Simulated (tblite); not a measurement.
# C3H12Ge2Si: the cost of one run

The runs use tblite 0.8.0 and PySCF 2.14.0, with density-fitted response routines of our own; the level of theory stands in each step. All values are computed, except where a source is named. Atoms count from 0, in the outputs and in this text.

### 1 Starting geometry

18 atoms, charge 0, multiplicity 1; geometry from: force field or distance geometry start.

Bonds of the start (Å): C0–C1 1.32, C1–Ge2 1.94, Ge2–C3 1.95, Ge2–Ge4 2.38, Ge4–Si5 2.32, C0–H6 1.09, C0–H7 1.08, C1–H8 1.08, Ge2–H9 1.55, C3–H10 1.12, C3–H11 1.09, C3–H12 1.11, Ge4–H13 1.55, Ge4–H14 1.55, Si5–H15 1.47, Si5–H16 1.48, Si5–H17 1.47.

### 2 Relaxing the molecule with GFN2-xTB

What the job is given:

```
{"job": {"kind": "relax", "xc": "GFN2-xTB", "basis": "xTB"}, "charge": 0, "multiplicity": 1}
C     -1.740400     1.557000    -0.329100
C     -2.007900     0.516300     0.444300
Ge    -0.811300    -1.008500     0.489900
C     -0.624600    -1.710700    -1.319500
Ge     1.325200    -0.342400     1.313700
Si     2.297600     1.116700    -0.202200
H     -2.425700     2.410400    -0.342100
H     -0.865200     1.582900    -0.961500
H     -2.886100     0.499800     1.078400
H     -1.413200    -2.096000     1.422100
H      0.048500    -2.599500    -1.288000
H     -0.195200    -0.941800    -1.969600
H     -1.622600    -2.021700    -1.688200
H      2.228000    -1.596000     1.453900
H      1.163400     0.365400     2.683100
H      1.519000     2.363000    -0.240200
H      3.676600     1.422500     0.234700
H      2.325100     0.488700    -1.531100
```

On the command line:

```
OMP_NUM_THREADS=1 python probes_run.py task.json out
```

One launch serves the whole session: the jobs run in the order shown.

Q: Estimate the wall time and peak memory of this first job on 1 thread of Arm Neoverse V2, shared host.

About 1.2 s, with a peak of 0.18 GiB.
